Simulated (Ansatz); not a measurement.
# Cu2: one species, many methods

How much do the methods differ for Cu2? The plan is to run it at one geometry with functionals of several rungs and with coupled cluster. The yardstick is the atomisation energy at the CCSD(T) limit.

Method: functionals in def2-TZVPP, the program's frozen cores in correlated methods; program: Ansatz 0.2.0, Gaussian basis.

The runs, in order: LDA (SPW92), PBE-D4, revPBE-D4, BLYP-D4, r2SCAN-D4, B97M-V, PBE0-D4, B3LYP-D4, r2SCANh-D4, r2SCAN0-D4, HSE06-D4, BHLYP-D4, CAM-B3LYP-D4, LC-ωPBE, ωB97X-V, ωB97M-V, B2PLYP, PBE-QIDH; CCSD(T)/def2-SVP; CCSD(T)/def2-TZVPP; CCSD(T)/def2-QZVPP; extrapolation to the limit; RPA on PBE.

**1. Structure used throughout**

The geometry comes from an earlier relaxation with PBE0-D4 in a triple-zeta def2 set; it is a stationary point.

SMILES `[Cu][Cu]`, 2 atoms, charge 0, spin multiplicity 1.

Atoms are counted from 1 here; the program's logs count them from 0.

Bond lengths: Cu1–Cu2 2.285 Å.

**2. LDA**

This LDA is Slater exchange with PW92 correlation.

Contents of in.yaml:

```yaml
crystal:
  periodic: [false, false, false]
  atoms:
    - {symbol: Cu, position_ang: [0.000000, 0.000000, -0.032437]}
    - {symbol: Cu, position_ang: [-0.000000, -0.000000, 2.252137]}
basis:
  gaussian: {orbitals: def2-TZVPP}
hamiltonian: {xc: lda}
output: {orbitals: {seedname: orbitals}}
```

On the command line:

```sh
ansatz run in.yaml --threads 4 --pin off --events-out ev --progress --plain --max-ram 10444MiB
```

After this run come: PBE-D4 (GGA); revPBE-D4 (GGA); BLYP-D4 (GGA); r2SCAN-D4 (meta-GGA); B97M-V (meta-GGA); B3LYP-D4 (hybrid); r2SCANh-D4 (hybrid); r2SCAN0-D4 (hybrid); HSE06-D4 (hybrid); BHLYP-D4 (hybrid); CAM-B3LYP-D4 (range-separated); LC-ωPBE (range-separated); ωB97X-V (range-separated); ωB97M-V (range-separated); B2PLYP (double hybrid); PBE-QIDH (double hybrid); CCSD(T) in def2-SVP; CCSD(T) in def2-TZVPP; CCSD(T) in def2-QZVPP; RPA on PBE orbitals.

Before running them: what should the planned runs give, taken together? Wanted: atomisation energy, CCSD(T)/CBS; farthest beyond LDA; mean size of error, GGA; mean size of error, meta-GGA; mean size of error, hybrid; mean size of error, range-separated; mean size of error, double hybrid; gap, smallest and largest; T1 diagnostic.

As calculated:

```
                               quantity                                  value
        atomisation energy, CCSD(T)/CBS                           192.1 kJ/mol
  functionals within 1.0 kJ/mol (0.5 %)  none; nearest r2SCAN-D4 (+2.5 kJ/mol)
                    farthest beyond LDA                BHLYP-D4 (-41.3 kJ/mol)
                mean size of error, GGA                             8.5 kJ/mol
           mean size of error, meta-GGA                             6.2 kJ/mol
             mean size of error, hybrid                            21.0 kJ/mol
    mean size of error, range-separated                            20.6 kJ/mol
      mean size of error, double hybrid                            22.8 kJ/mol
              gap, smallest and largest   1.70 eV (BLYP-D4), 7.48 eV (LC-ωPBE)
                          T1 diagnostic                                 0.0267
triples share of the correlation energy                                  4.5 %
```

**Reading.** LDA overbinds by 55.5 kJ/mol (29 %). PBE-D4 is off by +13.7 kJ/mol. Double hybrids carry the basis error of their MP2 part in triple zeta, and no dispersion term here, so their miss is partly the set-up's. Taken by rung, meta-GGA functionals do best (6.2 kJ/mol on average) and double hybrid ones worst beyond LDA (22.8 kJ/mol). The gap between the best rungs is small, so their order is not settled. RPA and LDA stand outside this count. Misses under about 1.0 kJ/mol are within the doubt on the reference itself, which lacks core-valence correlation, relativity and higher excitations. Hartree-Fock recovers 22 % of the binding; the rest is correlation. CCSD(T) in def2-SVP is off by -21.5 kJ/mol, so the small basis spoils what the method gains. The gap grows from 1.7 to 7.5 eV across the functionals, mostly with the share of exact exchange. T1 = 0.027 passes the customary mark of 0.02 by a little. For Cu the d shell is correlated and the shells below it are frozen.
